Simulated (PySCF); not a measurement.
# GaI3: the cost of one run

The runs use PySCF 2.14.0; levels as typed in each script, gas phase, geometry from GFN2-xTB.

### 1 Starting geometry

SMILES `I[Ga](I)I`, 4 atoms, charge 0, spin multiplicity 1.

Bond lengths: I1–Ga2 2.508 Å, Ga2–I3 2.508 Å, Ga2–I4 2.507 Å. Angles: I1–Ga2–I3 120.0°, I1–Ga2–I4 120.0°, I3–Ga2–I4 120.0°.

As a file:

```xyz
4

I     1.2889   -2.1513    0.0000
Ga   -0.0007    0.0000    0.0000
I     1.2189    2.1917    0.0000
I    -2.5074   -0.0404    0.0000
```

### 2 Density, bond paths and surface potential (wB97X/def2-tzvp)

File input.py:

```python
import numpy as np
from pyscf import gto, scf, dft
from pyscf.scf import atom_ks, atom_hf
from scipy.linalg import block_diag

def solve(mol, dm0=None, hcore=None):
    mf = (dft.UKS if mol.spin else dft.RKS)(mol, xc='wb97x')
    mf.grids.level = 3
    mf = mf.density_fit(auxbasis='def2-universal-jkfit')
    mf.conv_tol, mf.max_cycle = 1e-8, 80
    if hcore is not None:
        mf.get_hcore = lambda *args: hcore
    mf.kernel(dm0)
    if not mf.converged:
        mf = mf.newton().run(mf.mo_coeff, mf.mo_occ, max_cycle=30)
    assert mf.converged, 'SCF not converged'
    return mf

mol = gto.M(atom='''
I      1.28888    -2.15134     0.00000
Ga    -0.00069     0.00000     0.00000
I      1.21888     2.19175     0.00000
I     -2.50735    -0.04042     0.00000
''', basis='def2-tzvp', ecp={'I': 'def2-tzvp'}, charge=0, spin=0, verbose=4)
mf = solve(mol)
mf.analyze()
# spherically averaged free atoms, for the promolecule
atom_ks.AtomSphAverageRKS.init_guess_by_vsap = lambda self, mol=None: self.init_guess_by_minao(mol)  # core potentials
atm = atom_ks.get_atm_nrks(mol, xc='wb97x')
pro = block_diag(*[(atm[a[0]][2] * atm[a[0]][3]) @ atm[a[0]][2].T for a in mol._atom])
np.savez('result.npz', e=mf.e_tot, c=mf.mo_coeff, occ=mf.mo_occ, eps=mf.mo_energy, pro=pro, dip=mf.dip_moment(verbose=0), s2=mf.spin_square()[0])
```

On the command line:

```console
OMP_NUM_THREADS=1 python input.py
```

What time and memory should one allow on 1 thread of Arm Neoverse V1, shared host?

About 49 s, with a peak of 0.83 GiB.
